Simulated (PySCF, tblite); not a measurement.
# C₂H₅ClO₂Si: magnetic properties

Wanted: magnetic properties for C₂H₅ClO₂Si (`O[SiH2]O/C=C\Cl`).

Programs: tblite 0.8.0 and PySCF 2.14.0, with routines of our own; each step states its level. All values are computed. Atoms count from 0.

### 1 The starting structure

11 atoms, charge 0, multiplicity 1; geometry from: force field or distance geometry start.

### 2 Geometry optimisation with GFN2-xTB, one coordinate held

Job settings and geometry (Å):

```
{"job": {"kind": "relax", "xc": "GFN2-xTB", "basis": "xTB"}, "charge": 0, "multiplicity": 1}
O     -2.184800    -0.677000     0.643700
Si    -1.556800     0.375300    -0.481000
O      0.045500     0.667500    -0.086200
C      0.801900     1.517200    -0.867700
C      2.083900     1.770200    -0.590500
Cl     2.950500     1.106600     0.716300
H     -2.071100    -0.397200     1.562700
H     -2.320600     1.634700    -0.421800
H     -1.637900    -0.247600    -1.814200
H      0.300900     1.958700    -1.706200
H      2.691300     2.430800    -1.202200
```

Launch:

```sh
$ OMP_NUM_THREADS=1 python excited_run.py task.json out
```

This one command runs all jobs of the session in turn.

What it wrote:

```text
step      E/eV     max force
  0    -579.97360    1.537
  1    -580.05178    0.773
  2    -580.07775    0.520
  3    -580.09038    0.498
  4    -580.09895    0.223
  5    -580.10472    0.278
  6    -580.11321    0.314
  7    -580.11873    0.242
  8    -580.12177    0.157
  9    -580.12341    0.153
 10    -580.12554    0.164
 11    -580.12882    0.242
 12    -580.13283    0.237
 13    -580.13621    0.168
 14    -580.13831    0.107
 15    -580.13984    0.154
 16    -580.14185    0.170
 17    -580.14382    0.129
 18    -580.14505    0.089
 19    -580.14578    0.076
 20    -580.14666    0.112
 21    -580.14801    0.132
 22    -580.14984    0.155
 23    -580.15183    0.179
 24    -580.15373    0.154
 25    -580.15568    0.132
 26    -580.15824    0.200
 27    -580.16125    0.199
 28    -580.16335    0.120
 29    -580.16408    0.068
 30    -580.16443    0.100
 31    -580.16476    0.052
 32    -580.16529    0.066
 33    -580.16565    0.093
 34    -580.16604    0.092
 35    -580.16629    0.063
 36    -580.16650    0.033
 37    -580.16668    0.043
 38    -580.16690    0.044
 39    -580.16715    0.044
 40    -580.16735    0.050
 41    -580.16752    0.046
 42    -580.16768    0.041
 43    -580.16785    0.044
 44    -580.16807    0.049
 45    -580.16838    0.102
 46    -580.16878    0.070
 47    -580.16918    0.102
 48    -580.16953    0.044
 49    -580.16971    0.066
 50    -580.16988    0.038
 51    -580.17004    0.032
 52    -580.17029    0.027
 53    -580.17043    0.046
 54    -580.17040    0.093
 55    -580.17061    0.045
 56    -580.17067    0.039
 57    -580.17097    0.028
 58    -580.17102    0.024
 59    -580.17107    0.022
 60    -580.17108    0.022
 61    -580.17113    0.023
 62    -580.17117    0.022
 63    -580.17122    0.022
 64    -580.17127    0.023
 65    -580.17129    0.025
 66    -580.17132    0.027
 67    -580.17122    0.091
 68    -580.17137    0.028
 69    -580.17140    0.025
 70    -580.17120    0.178
 71    -580.17154    0.026
 72    -580.17157    0.016
 73    -580.17160    0.029
 74    -580.17161    0.016
 75    -580.17163    0.008
```

Run time: 0.7 s. Hardware: 1 thread of Arm Neoverse V1, shared host; peak memory 0.18 GiB.

One coordinate is held by a constraint (a dihedral, as typed in the start), so the force along it need not vanish.

Step by step: (not every step is listed)

| step | energy from step 0 (eV) | largest force (eV/Å) |
| --- | --- | --- |
| 0 | 0.0000 | 1.5366 |
| 1 | -0.0782 | 0.7725 |
| 2 | -0.1042 | 0.5198 |
| 3 | -0.1168 | 0.4978 |
| 4 | -0.1253 | 0.2233 |
| 5 | -0.1311 | 0.2777 |
| 6 | -0.1396 | 0.3142 |
| 7 | -0.1451 | 0.2417 |
| 8 | -0.1482 | 0.1572 |
| 14 | -0.1647 | 0.1067 |
| 20 | -0.1731 | 0.1123 |
| 26 | -0.1846 | 0.2001 |
| 32 | -0.1917 | 0.0660 |
| 38 | -0.1933 | 0.0444 |
| 44 | -0.1945 | 0.0492 |
| 50 | -0.1963 | 0.0377 |
| 56 | -0.1971 | 0.0392 |
| 62 | -0.1976 | 0.0224 |
| 68 | -0.1978 | 0.0276 |
| 70 | -0.1976 | 0.1776 |
| 71 | -0.1979 | 0.0262 |
| 72 | -0.1980 | 0.0156 |
| 73 | -0.1980 | 0.0287 |
| 74 | -0.1980 | 0.0164 |
| 75 | -0.1980 | 0.0081 |

Close pairs (by a distance rule), those that changed most:

| bond | before (Å) | after (Å) | change (Å) |
| --- | --- | --- | --- |
| O0–Si1 | 1.663 | 1.612 | -0.051 |
| O2–C3 | 1.380 | 1.334 | -0.046 |
| Si1–O2 | 1.676 | 1.640 | -0.036 |
| C4–Cl5 | 1.703 | 1.720 | +0.017 |
| Si1–H7 | 1.474 | 1.459 | -0.015 |
| Si1–H8 | 1.474 | 1.459 | -0.015 |
| O0–H6 | 0.967 | 0.955 | -0.013 |
| C3–H9 | 1.072 | 1.084 | +0.012 |

The next job starts from the end point, and lists it.

### 3 Magnetic properties: GIAO PBE/pcSseg-1

Job settings and geometry (Å):

```
{"job": {"kind": "mag", "xc": "PBE", "basis": "pcSseg-1", "isotopologues": 0}, "charge": 0, "multiplicity": 1}
O     -2.095264    -0.439724     0.764875
Si    -1.666101     0.446678    -0.511708
O     -0.103934     0.840648    -0.203299
C      0.774657     1.561221    -0.902777
C      2.041185     1.719664    -0.536825
Cl     2.683622     1.000889     0.887165
H     -1.467873    -0.620886     1.461266
H     -2.482212     1.654476    -0.569662
H     -1.740530    -0.364178    -1.722170
H      0.417649     2.034428    -1.810217
H      2.741769     2.305601    -1.104235
```

With the program's defaults for keys left out, this is: GIAO PBE/pcSseg-1 magnetisability, rotational g tensor and spin-rotation constants, non-relativistic, gas phase.

What it wrote:

```text
coarse grid: 10696 points
cycle   1  E = -978.4955943662  dE =  8.847e-01  |g| = 1.044e+00  |ddm| = 3.186e+00
cycle   2  E = -977.8005032275  dE =  6.951e-01  |g| = 2.147e+00  |ddm| = 3.103e+00
cycle   3  E = -978.6703389642  dE = -8.698e-01  |g| = 2.429e-01  |ddm| = 2.604e+00
cycle   4  E = -978.6756198026  dE = -5.281e-03  |g| = 2.016e-01  |ddm| = 4.048e-01
cycle   5  E = -978.6853522969  dE = -9.732e-03  |g| = 4.901e-02  |ddm| = 2.018e-01
cycle   6  E = -978.6858471622  dE = -4.949e-04  |g| = 1.506e-02  |ddm| = 4.989e-02
cycle   7  E = -978.6858998058  dE = -5.264e-05  |g| = 4.615e-03  |ddm| = 1.909e-02
cycle   8  E = -978.6859045873  dE = -4.782e-06  |g| = 1.062e-03  |ddm| = 6.271e-03
final grid: 95368 points
cycle   9  E = -978.7575492419  dE = -7.334e-06  |g| = 1.646e-02  |ddm| = 2.154e-02
cycle  10  E = -978.7573750799  dE =  1.742e-04  |g| = 3.436e-02  |ddm| = 3.735e-02
cycle  11  E = -978.7575910629  dE = -2.160e-04  |g| = 4.993e-03  |ddm| = 3.017e-02
cycle  12  E = -978.7575967148  dE = -5.652e-06  |g| = 1.489e-03  |ddm| = 5.489e-03
cycle  13  E = -978.7575972293  dE = -5.145e-07  |g| = 2.451e-04  |ddm| = 1.583e-03
cycle  14  E = -978.7575972457  dE = -1.634e-08  |g| = 6.095e-05  |ddm| = 3.143e-04
cycle  15  E = -978.7575972465  dE = -7.803e-10  |g| = 1.854e-05  |ddm| = 7.030e-05
converged SCF energy = -978.7575972465

Magnetisability tensor (1e-30 J/T^2)
    -1000.81       37.50        7.84
       37.50    -1090.61      -41.05
        7.84      -41.05    -1057.91
isotropic -1049.78   principal values   -1128.46  -1034.44   -986.44
isotropic susceptibility -63.219 1e-6 cm^3/mol

Inertial axes            a          b          c
rot. const./GHz      5.7930     1.0118     0.8705
chi total           -59.614    -62.087    -67.956
chi diamagnetic    -302.844  -1197.095  -1382.550
chi paramagnetic    243.230   1135.008   1314.594
quadrupole/D A       -6.956      9.933     -2.977
g nuclear            0.5951     0.5243     0.5300
g electronic        -0.6620    -0.5395    -0.5376
g total             -0.0669    -0.0152    -0.0076

Spin-rotation constants (kHz, H = +C I.J)
atom  isotope        aa         bb         cc
  5   35Cl        1.864      0.172      0.137
  6     1H       -0.493     -0.021     -0.117
  7     1H       -0.360     -0.057     -0.000
  8     1H       -0.397     -0.067      0.014
  9     1H       -0.451      0.082     -0.100
 10     1H       -0.035     -0.018     -0.098
  0    17O*      -0.131     -0.094     -0.094
  1   29Si*      -3.663     -0.612     -0.532
  2    17O*      -1.381     -0.158     -0.077
  3    13C*       1.812      0.485      0.176
  4    13C*       1.652      0.395      0.164
* in the singly substituted isotopologue
```

It took 19 s on 1 thread of Arm Neoverse V1, shared host; peak memory 0.5 GiB.

In short:

| quantity | value |
| --- | --- |
| magnetisability | -1050·10⁻³⁰ J/T² |
| molar susceptibility | -63.2·10⁻⁶ cm³/mol |
| rotational g (a, b, c) | -0.0669, -0.0152, -0.0076 |

### 4 What came out

| quantity | value |
| --- | --- |
| magnetisability (step 3, GIAO PBE/pcSseg-1) | -1050·10⁻³⁰ J/T² |
| molar susceptibility (step 3, GIAO PBE/pcSseg-1) | -63.2·10⁻⁶ cm³/mol |
| rotational g (a, b, c) (step 3, GIAO PBE/pcSseg-1) | -0.0669, -0.0152, -0.0076 |

In words: The values above hold for this geometry and these levels alone. Vibrational averaging and real surroundings are missing from these values.
